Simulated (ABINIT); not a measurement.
TaAs:

```
CELL_PARAMETERS angstrom
-1.72181 1.72181 5.86794
1.72181 -1.72181 5.86794
1.72181 1.72181 -5.86794
ATOMIC_POSITIONS crystal
Ta 0.49997 0.49997 0.00000
Ta 0.24997 0.74997 0.50000
As 0.08263 0.08263 0.00000
As 0.83263 0.33263 0.50000
```

The cell is a database's computed one.

| Property | Result |
| --- | --- |
| Program | ABINIT 10.8.3 (patched build) |
| Task | relaxation of cell and atoms |
| Functional | PBEsol |
| Potentials or basis | JTH PAW PBE v2.0 |
| Cutoff | 517 eV |
| k mesh | 9 × 9 × 9 |
| Occupations | fermi-dirac, width 0.05 eV |
| Spin | no spin polarisation |

At the start: pressure -3.6 GPa; volume 17.40 Å³/atom.

Task: How do energy, volume and symmetry change on relaxing?

Result: Over 7 steps the energy falls by 4.1 meV/atom and the volume is 17.05 Å³/atom (-2.0 %); space group I4_1md (No. 109, to 0.05 Å).

Step by step:
```
step  energy change (eV)  largest force (eV/Å)  pressure (GPa)  volume (Å³)
   1              0.0000                0.0201           -3.56        69.59
   2             -0.0124                0.0240           -1.59        68.83
   3             -0.0157                0.0277            0.07        68.22
   4             -0.0159                0.0266            0.08        68.21
   5             -0.0165                0.0146            0.01        68.20
   6             -0.0165                0.0103            0.00        68.20
   7             -0.0165                0.0002            0.00        68.20
```

Final structure:
```
CELL_PARAMETERS angstrom
-1.71479 1.71479 5.79830
1.71479 -1.71479 5.79830
1.71479 1.71479 -5.79830
ATOMIC_POSITIONS crystal
Ta 0.50028 0.50028 0.00000
Ta 0.25028 0.75028 0.50000
As 0.08232 0.08232 0.00000
As 0.83232 0.33232 0.50000
```

Caveat: the PAW data sets were made with another functional, which shifts forces and pressure a little.
